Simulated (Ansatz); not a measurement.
# AsH₃+ (doublet): RPA-PBE over a scan of the distance As1–H3, 6-31G

Aim: run AsH₃+ (doublet) with these functionals over a scan of the distance As1–H3, and hold them against the top wave-function level at the same points.

Computed with Ansatz 0.2.0, Gaussian basis. Level: 6-31G, all electrons in the functionals, frozen cores in the correlation of double hybrids and RPA.

To be run: RPA-PBE, at 1.226 Å; 1.340 Å; 1.497 Å; 1.678 Å; 1.806 Å; 2.024 Å; 2.343 Å; 2.767 Å; 3.246 Å; 4.068 Å; 5.137 Å.

15 further runs of the same task are left out: 1 for a known fault of the program, 10 that didn't finish, 4 set aside as unsound or not needed.

## (1) What is computed

The geometry derives from a PBE0/def2-TZVP stationary point (not a proven minimum). One bond is set to the value named and the two fragments are kept rigid. No spin-orbit coupling is included. The filled d shell of As may be among the frozen orbitals whatever the setting's name suggests; the logs give the count.

4 atoms, charge 1, spin multiplicity 2.

Atoms are counted from 1 here; the program's logs count them from 0.

Bond lengths: As1–H2 1.497 Å, As1–H3 1.497 Å, As1–H4 1.497 Å. Angles: H2–As1–H3 112.5°, H2–As1–H4 112.5°, H3–As1–H4 112.5°.

No dispersion term is added.

The geometry shown and the zero of energy belong to the point 1.497 Å. The yardstick, FCI, and other wave-function levels (R restricted, U unrestricted, valence and pair active spaces) come from earlier runs.

## (2) RPA-PBE, 1.226 Å

Contents of in.yaml:

```yaml
crystal:
  periodic: [false, false, false]
  atoms:
    - {symbol: As, position_ang: [-0.001659, 0.002886, -0.015221]}
    - {symbol: H, position_ang: [1.434453, 0.016648, 0.406901]}
    - {symbol: H, position_ang: [-0.600983, 1.017273, 0.323754]}
    - {symbol: H, position_ang: [-0.710184, -1.248408, 0.400771]}
basis:
  gaussian: {orbitals: 6-31G}
total_charge: 1
magnetization: {spin_polarized: true, initial_magnetization: 1}
hamiltonian: {xc: {name: PBE}}
correlation: {method: rpa, electrons: outside_noble_gas}
```

The run is started by

```console
ansatz run in.yaml --threads 1 --pin off --events-out ev --progress --plain --max-ram 2393MiB
```

The runs that follow: RPA-PBE, 1.340 Å; RPA-PBE, 1.497 Å; RPA-PBE, 1.678 Å; RPA-PBE, 1.806 Å; RPA-PBE, 2.024 Å; RPA-PBE, 2.343 Å; RPA-PBE, 2.767 Å; RPA-PBE, 3.246 Å; RPA-PBE, 4.068 Å; RPA-PBE, 5.137 Å.

Q: Predict the results of all the runs planned. Wanted: span of the FCI curve; largest miss, RPA-PBE.

**Answer**, as computed:

```
             quantity                value
span of the FCI curve             3.088 eV
largest miss, RPA-PBE  -0.637 eV (5.137 Å)
```

In words: RPA-PBE strays by up to 0.637 eV, at 5.137 Å. Functionals and the yardstick converge differently with the basis, so part of each miss in 6-31G is the basis.
